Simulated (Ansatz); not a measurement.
# CH2Ge (triplet): B2PLYP, RPA-PBE over vertical spin and charge gaps, cc-pVDZ

How well do these functionals follow the top wave-function level for CH2Ge (triplet) over vertical spin and charge gaps?

Computed with Ansatz 0.2.0, Gaussian basis. Level: cc-pVDZ, all electrons in the functionals, frozen cores in the correlation of double hybrids and RPA.

To be run: B2PLYP, RPA-PBE, at charge 0, triplet; charge 0, singlet; charge 0, quintet; charge 1, doublet; charge 1, quartet.

4 further runs of the same task are left out: 4 set aside as unsound or not needed.

## 1. The geometry

The geometry is a PBE0/def2-TZVP stationary point (not a proven minimum). No spin-orbit coupling is included. The filled d shell of Ge may be among the frozen orbitals whatever the setting's name suggests; the logs give the count.

4 atoms, charge 0, spin multiplicity 3.

Atoms are counted from 1 here; the program's logs count them from 0.

Bond lengths: Ge1–C2 1.957 Å, C2–H3 1.091 Å, C2–H4 1.091 Å. Angles: Ge1–C2–H3 123.6°, Ge1–C2–H4 123.6°, H3–C2–H4 112.9°.

No dispersion term is added.

The geometry shown and the zero of energy belong to the point charge 0, triplet. The yardstick, RCCSDTQ, and other wave-function levels (R restricted, U unrestricted, valence and pair active spaces) come from earlier runs.

## 2. B2PLYP, charge 0, triplet

Contents of in.yaml:

```yaml
crystal:
  periodic: [false, false, false]
  atoms:
    - {symbol: Ge, position_ang: [0.000000, 0.000000, 0.330803]}
    - {symbol: C, position_ang: [0.000000, 0.000000, -1.626483]}
    - {symbol: H, position_ang: [0.000000, 0.908852, -2.229454]}
    - {symbol: H, position_ang: [0.000000, -0.908852, -2.229454]}
basis:
  gaussian: {orbitals: cc-pVDZ}
magnetization: {spin_polarized: true, initial_magnetization: 2}
hamiltonian: {xc: {name: B2PLYP}}
correlation: {electrons: outside_noble_gas}
```

The run is started by

```sh
$ ansatz run in.yaml --threads 1 --pin off --events-out ev --progress --plain --max-ram 2816MiB --backend cpu
```

Output:

```text
Functional definition: B2PLYP
  name "B2PLYP"
  cite "Grimme, J. Chem. Phys. 124, 034108 (2006) doi:10.1063/1.2148954"
  cite "Becke, Phys. Rev. A 38, 3098 (1988) doi:10.1103/PhysRevA.38.3098"
  cite "Lee, Yang & Parr, Phys. Rev. B 37, 785 (1988) doi:10.1103/PhysRevB.37.785"
  parameter a = 0.53
  parameter c = 0.27
  exchange = (1 - a)*b88_x + a*exact_x
  correlation = (1 - c)*lyp_c + c*(mp2_os + mp2_ss)
548 factors; integrals over basis functions are off by at most 1.2e-3 eV
mean field evaluation 1: about -57568.0685 eV, gradient 1.6e1 eV
mean field evaluation 2: about -57568.0685 eV, gradient 1.6e1 eV
mean field evaluation 4: about -57569.5130 eV, gradient 1.1e0 eV
mean field evaluation 8: about -57569.5241 eV, gradient 3.4e-2 eV
mean field evaluation 16: about -57569.5241 eV, gradient 7.6e-6 eV
mean field -57569.52411198 eV, -2115.6409890903 hartree, gradient 1.2e-6 eV, S^2 2.009475; 4 other end points of the search recorded, 0 dependent functions left out
15 core orbitals not correlated: weight in the atoms' cores, before any rotation towards them, 0.999 or more for the frozen orbitals, at most 0.001 for the correlated occupied ones
reference -57569.52422839 eV, -2115.6409933682 hartree; 6, 4 occupied and 30, 32 virtual orbitals, 548 factors
second order -5.90512493 eV of doubles, -0.00000000 eV of singles
Total energy: -57571.11861212 eV, -2115.6995858896 hartree
```

Run time: 1.9 s. Hardware: 1 thread of AMD EPYC 7R13, shared host.

From the report: ⟨S²⟩ of the determinant 2.009 (pure triplet: 2.00).

## 3. B2PLYP, charge 0, singlet

Edit in.yaml of step 2 so:

```diff
@@ -9,3 +9,3 @@
   gaussian: {orbitals: cc-pVDZ}
-magnetization: {spin_polarized: true, initial_magnetization: 2}
+magnetization: {spin_polarized: true, initial_magnetization: 0}
 hamiltonian: {xc: {name: B2PLYP}}
```

Same command.

Output, cut to the lines that bear on the results:

```text
Functional definition: B2PLYP
  name "B2PLYP"
  cite "Grimme, J. Chem. Phys. 124, 034108 (2006) doi:10.1063/1.2148954"
  cite "Becke, Phys. Rev. A 38, 3098 (1988) doi:10.1103/PhysRevA.38.3098"
  cite "Lee, Yang & Parr, Phys. Rev. B 37, 785 (1988) doi:10.1103/PhysRevB.37.785"
[...]
548 factors; integrals over basis functions are off by at most 1.2e-3 eV
[...]
mean field -57570.16379138 eV, -2115.6644968746 hartree, gradient 6.5e-6 eV, S^2 0.303278; 8 other end points of the search recorded, 0 dependent functions left out
15 core orbitals not correlated: weight in the atoms' cores, before any rotation towards them, 0.999 or more for the frozen orbitals, at most 0.000 for the correlated occupied ones
reference -57570.16390872 eV, -2115.6645011870 hartree; 5, 5 occupied and 31, 31 virtual orbitals, 548 factors
second order -6.95720454 eV of doubles, -0.00000000 eV of singles
Total energy: -57572.04235395 eV, -2115.7335327758 hartree
```

Run time: 5.5 s. Hardware: 1 thread of AMD EPYC 7R13, shared host.

From the report: ⟨S²⟩ of the determinant 0.303 (pure singlet: 0.00).

From charge 0, triplet: -21.3 kcal/mol.

## 4. B2PLYP, charge 0, quintet

Edit in.yaml of step 3 so:

```diff
@@ -9,3 +9,3 @@
   gaussian: {orbitals: cc-pVDZ}
-magnetization: {spin_polarized: true, initial_magnetization: 0}
+magnetization: {spin_polarized: true, initial_magnetization: 4}
 hamiltonian: {xc: {name: B2PLYP}}
```

Same command.

Output, cut to the lines that bear on the results:

```text
Functional definition: B2PLYP
  name "B2PLYP"
  cite "Grimme, J. Chem. Phys. 124, 034108 (2006) doi:10.1063/1.2148954"
  cite "Becke, Phys. Rev. A 38, 3098 (1988) doi:10.1103/PhysRevA.38.3098"
  cite "Lee, Yang & Parr, Phys. Rev. B 37, 785 (1988) doi:10.1103/PhysRevB.37.785"
[...]
548 factors; integrals over basis functions are off by at most 1.2e-3 eV
[...]
mean field -57566.81239722 eV, -2115.5413354111 hartree, gradient 1.3e-6 eV, S^2 6.010091; 0 other end points of the search recorded, 0 dependent functions left out
15 core orbitals not correlated: weight in the atoms' cores, before any rotation towards them, 0.998 or more for the frozen orbitals, at most 0.001 for the correlated occupied ones
reference -57566.81251365 eV, -2115.5413396896 hartree; 7, 3 occupied and 29, 33 virtual orbitals, 548 factors
second order -5.16751023 eV of doubles, -0.00000000 eV of singles
Total energy: -57568.20774141 eV, -2115.5926133641 hartree
```

Wall time 1.4 s (1 thread of AMD EPYC 7R13, shared host).

From the report: ⟨S²⟩ of the determinant 6.010 (pure quintet: 6.00).

From charge 0, triplet: +67.1 kcal/mol.

## 5. B2PLYP, charge 1, doublet

Edit in.yaml of step 4 so:

```diff
@@ -9,3 +9,4 @@
   gaussian: {orbitals: cc-pVDZ}
-magnetization: {spin_polarized: true, initial_magnetization: 4}
+total_charge: 1
+magnetization: {spin_polarized: true, initial_magnetization: 1}
 hamiltonian: {xc: {name: B2PLYP}}
```

Launched as before.

Output, cut to the lines that bear on the results:

```text
Functional definition: B2PLYP
  name "B2PLYP"
  cite "Grimme, J. Chem. Phys. 124, 034108 (2006) doi:10.1063/1.2148954"
  cite "Becke, Phys. Rev. A 38, 3098 (1988) doi:10.1103/PhysRevA.38.3098"
  cite "Lee, Yang & Parr, Phys. Rev. B 37, 785 (1988) doi:10.1103/PhysRevB.37.785"
[...]
548 factors; integrals over basis functions are off by at most 1.2e-3 eV
[...]
mean field -57562.67155263 eV, -2115.3891621792 hartree, gradient 2.3e-6 eV, S^2 0.754123; 3 other end points of the search recorded, 0 dependent functions left out
15 core orbitals not correlated: weight in the atoms' cores, before any rotation towards them, 0.999 or more for the frozen orbitals, at most 0.000 for the correlated occupied ones
reference -57562.67166660 eV, -2115.3891663674 hartree; 5, 4 occupied and 31, 32 virtual orbitals, 548 factors
second order -5.74950103 eV of doubles, -0.00000000 eV of singles
Total energy: -57564.22403188 eV, -2115.4462147391 hartree
```

Run time: 6 s. Hardware: 1 thread of AMD EPYC 7R13, shared host.

From the report: ⟨S²⟩ of the determinant 0.754 (pure doublet: 0.75).

From charge 0, triplet: +159.0 kcal/mol.

## 6. B2PLYP, charge 1, quartet

Edit in.yaml of step 5 so:

```diff
@@ -10,3 +10,3 @@
 total_charge: 1
-magnetization: {spin_polarized: true, initial_magnetization: 1}
+magnetization: {spin_polarized: true, initial_magnetization: 3}
 hamiltonian: {xc: {name: B2PLYP}}
```

The command is unchanged.

Output, cut to the lines that bear on the results:

```text
Functional definition: B2PLYP
  name "B2PLYP"
  cite "Grimme, J. Chem. Phys. 124, 034108 (2006) doi:10.1063/1.2148954"
  cite "Becke, Phys. Rev. A 38, 3098 (1988) doi:10.1103/PhysRevA.38.3098"
  cite "Lee, Yang & Parr, Phys. Rev. B 37, 785 (1988) doi:10.1103/PhysRevB.37.785"
[...]
548 factors; integrals over basis functions are off by at most 1.2e-3 eV
[...]
mean field -57560.17505848 eV, -2115.2974177111 hartree, gradient 5.4e-6 eV, S^2 3.761476; 3 other end points of the search recorded, 0 dependent functions left out
15 core orbitals not correlated: weight in the atoms' cores, before any rotation towards them, 0.999 or more for the frozen orbitals, at most 0.001 for the correlated occupied ones
reference -57560.17517120 eV, -2115.2974218537 hartree; 6, 3 occupied and 30, 33 virtual orbitals, 548 factors
second order -5.08531107 eV of doubles, -0.00000000 eV of singles
Total energy: -57561.54820519 eV, -2115.3478799222 hartree
```

It took 1.9 s on 1 thread of AMD EPYC 7R13, shared host.

From the report: ⟨S²⟩ of the determinant 3.761 (pure quartet: 3.75).

From charge 0, triplet: +220.7 kcal/mol.

## 7. RPA-PBE, charge 0, triplet

Edit in.yaml of step 6 so:

```diff
@@ -9,5 +9,4 @@
   gaussian: {orbitals: cc-pVDZ}
-total_charge: 1
-magnetization: {spin_polarized: true, initial_magnetization: 3}
-hamiltonian: {xc: {name: B2PLYP}}
-correlation: {electrons: outside_noble_gas}
+magnetization: {spin_polarized: true, initial_magnetization: 2}
+hamiltonian: {xc: {name: PBE}}
+correlation: {method: rpa, electrons: outside_noble_gas}
```

Same command.

Output, cut to the lines that bear on the results:

```text
Functional definition: PBE
  name "PBE"
  cite "Perdew, Burke & Ernzerhof, Phys. Rev. Lett. 77, 3865 (1996) doi:10.1103/PhysRevLett.77.3865"
  parent pbe
[...]
548 factors; integrals over basis functions are off by at most 1.2e-3 eV
[...]
mean field -57573.59935930 eV, -2115.7907516672 hartree, gradient 1.9e-6 eV, S^2 2.004482; 11 other end points of the search recorded, 0 dependent functions left out
15 core orbitals not correlated: weight in the atoms' cores, before any rotation towards them, 0.998 or more for the frozen orbitals, at most 0.001 for the correlated occupied ones
reference -57531.99267382 eV, -2114.2617341776 hartree; 6, 4 occupied and 30, 32 virtual orbitals, 548 factors
Total energy: -57541.08686448 eV, -2114.5959395202 hartree
```

It took 5.5 s on 1 thread of AMD EPYC 7R13, shared host.

From the report: ⟨S²⟩ of the determinant 2.004 (pure triplet: 2.00).

## 8. RPA-PBE, charge 0, singlet

Edit in.yaml of step 7 so:

```diff
@@ -9,3 +9,3 @@
   gaussian: {orbitals: cc-pVDZ}
-magnetization: {spin_polarized: true, initial_magnetization: 2}
+magnetization: {spin_polarized: true, initial_magnetization: 0}
 hamiltonian: {xc: {name: PBE}}
```

Launched as before.

Output, cut to the lines that bear on the results:

```text
Functional definition: PBE
  name "PBE"
  cite "Perdew, Burke & Ernzerhof, Phys. Rev. Lett. 77, 3865 (1996) doi:10.1103/PhysRevLett.77.3865"
  parent pbe
[...]
548 factors; integrals over basis functions are off by at most 1.2e-3 eV
[...]
mean field -57574.72332558 eV, -2115.8320566659 hartree, gradient 1.1e-6 eV, S^2 0.000000; 12 other end points of the search recorded, 0 dependent functions left out
15 core orbitals not correlated: weight in the atoms' cores, before any rotation towards them, 0.999 or more for the frozen orbitals, at most 0.001 for the correlated occupied ones
reference -57531.83680446 eV, -2114.2560060843 hartree; 5, 5 occupied and 31, 31 virtual orbitals, 548 factors
Total energy: -57542.23109411 eV, -2114.6379891834 hartree
```

Wall time 5.5 s (1 thread of AMD EPYC 7R13, shared host).

From the report: ⟨S²⟩ of the determinant 0.000 (pure singlet: 0.00).

From charge 0, triplet: -26.4 kcal/mol.

## 9. RPA-PBE, charge 0, quintet

Edit in.yaml of step 8 so:

```diff
@@ -9,3 +9,3 @@
   gaussian: {orbitals: cc-pVDZ}
-magnetization: {spin_polarized: true, initial_magnetization: 0}
+magnetization: {spin_polarized: true, initial_magnetization: 4}
 hamiltonian: {xc: {name: PBE}}
```

Same command.

Output, cut to the lines that bear on the results:

```text
Functional definition: PBE
  name "PBE"
  cite "Perdew, Burke & Ernzerhof, Phys. Rev. Lett. 77, 3865 (1996) doi:10.1103/PhysRevLett.77.3865"
  parent pbe
[...]
548 factors; integrals over basis functions are off by at most 1.2e-3 eV
[...]
mean field -57570.66436383 eV, -2115.6828925729 hartree, gradient 4.8e-6 eV, S^2 6.004341; 0 other end points of the search recorded, 0 dependent functions left out
15 core orbitals not correlated: weight in the atoms' cores, before any rotation towards them, 0.997 or more for the frozen orbitals, at most 0.001 for the correlated occupied ones
reference -57530.13932438 eV, -2114.1936248419 hartree; 7, 3 occupied and 29, 33 virtual orbitals, 548 factors
Total energy: -57538.24859618 eV, -2114.4916350840 hartree
```

Wall time 1.1 s (1 thread of AMD EPYC 7R13, shared host).

From the report: ⟨S²⟩ of the determinant 6.004 (pure quintet: 6.00).

From charge 0, triplet: +65.5 kcal/mol.

## 10. RPA-PBE, charge 1, doublet

Edit in.yaml of step 9 so:

```diff
@@ -9,3 +9,4 @@
   gaussian: {orbitals: cc-pVDZ}
-magnetization: {spin_polarized: true, initial_magnetization: 4}
+total_charge: 1
+magnetization: {spin_polarized: true, initial_magnetization: 1}
 hamiltonian: {xc: {name: PBE}}
```

Launched as before.

Output, cut to the lines that bear on the results:

```text
Functional definition: PBE
  name "PBE"
  cite "Perdew, Burke & Ernzerhof, Phys. Rev. Lett. 77, 3865 (1996) doi:10.1103/PhysRevLett.77.3865"
  parent pbe
[...]
548 factors; integrals over basis functions are off by at most 1.2e-3 eV
[...]
mean field -57566.62410058 eV, -2115.5344156370 hartree, gradient 1.3e-6 eV, S^2 0.752702; 2 other end points of the search recorded, 0 dependent functions left out
15 core orbitals not correlated: weight in the atoms' cores, before any rotation towards them, 0.998 or more for the frozen orbitals, at most 0.001 for the correlated occupied ones
reference -57525.32393972 eV, -2114.0166627196 hartree; 5, 4 occupied and 31, 32 virtual orbitals, 548 factors
Total energy: -57534.15614464 eV, -2114.3412402637 hartree
```

Run time: 3.6 s. Hardware: 1 thread of AMD EPYC 7R13, shared host.

From the report: ⟨S²⟩ of the determinant 0.753 (pure doublet: 0.75).

From charge 0, triplet: +159.8 kcal/mol.

## 11. RPA-PBE, charge 1, quartet

Edit in.yaml of step 10 so:

```diff
@@ -10,3 +10,3 @@
 total_charge: 1
-magnetization: {spin_polarized: true, initial_magnetization: 1}
+magnetization: {spin_polarized: true, initial_magnetization: 3}
 hamiltonian: {xc: {name: PBE}}
```

Launched as before.

Output, cut to the lines that bear on the results:

```text
Functional definition: PBE
  name "PBE"
  cite "Perdew, Burke & Ernzerhof, Phys. Rev. Lett. 77, 3865 (1996) doi:10.1103/PhysRevLett.77.3865"
  parent pbe
[...]
548 factors; integrals over basis functions are off by at most 1.2e-3 eV
[...]
mean field -57563.96471116 eV, -2115.4366848786 hartree, gradient 1.6e-6 eV, S^2 3.753687; 5 other end points of the search recorded, 0 dependent functions left out
15 core orbitals not correlated: weight in the atoms' cores, before any rotation towards them, 0.998 or more for the frozen orbitals, at most 0.001 for the correlated occupied ones
reference -57523.38263675 eV, -2113.9453211514 hartree; 6, 3 occupied and 30, 33 virtual orbitals, 548 factors
Total energy: -57531.53245241 eV, -2114.2448213526 hartree
```

It took 3.6 s on 1 thread of AMD EPYC 7R13, shared host.

From the report: ⟨S²⟩ of the determinant 3.754 (pure quartet: 3.75).

From charge 0, triplet: +220.3 kcal/mol.

## 12. The comparison

The yardstick is RCCSDTQ, where the cluster series has nearly closed. It comes from earlier runs at the same points. Energies in kcal/mol, counted from charge 0, triplet; blanks weren't run or aren't comparable.

```
  level  triplet to singlet  triplet to quintet  ionisation to the doublet cation  ionisation to the quartet cation
RCCSDTQ               -27.6                59.8                             157.2                             215.3
 B2PLYP               -21.3                67.1                             159.0                             220.7
RPA-PBE               -26.4                65.5                             159.8                             220.3
```

Largest miss and mean time a point (RCCSDTQ took 33 s a point; shared hosts):

```
  level  largest miss (kcal/mol)               where  time a point
 B2PLYP                     +7.3  triplet to quintet         3.4 s
RPA-PBE                     +5.6  triplet to quintet         3.9 s
```

## 13. Outcome

```
                                 quantity                               value
              triplet to singlet, RCCSDTQ                      -27.6 kcal/mol
              triplet to quintet, RCCSDTQ                       59.8 kcal/mol
ionisation to the doublet cation, RCCSDTQ                      157.2 kcal/mol
ionisation to the quartet cation, RCCSDTQ                      215.3 kcal/mol
                     largest miss, B2PLYP  +7.3 kcal/mol (triplet to quintet)
                    largest miss, RPA-PBE  +5.6 kcal/mol (triplet to quintet)
```

Of the functionals, RPA-PBE keep the smallest largest miss at the points compared (at most 5.6 kcal/mol) and B2PLYP strays most (7.3 kcal/mol, at triplet to quintet). B2PLYP clearly breaks the spin symmetry at some points (⟨S²⟩ up to 0.30 above the pure value), so energy there is bought with a mixed spin. Functionals and the yardstick converge differently with the basis, so part of each miss in cc-pVDZ is the basis.
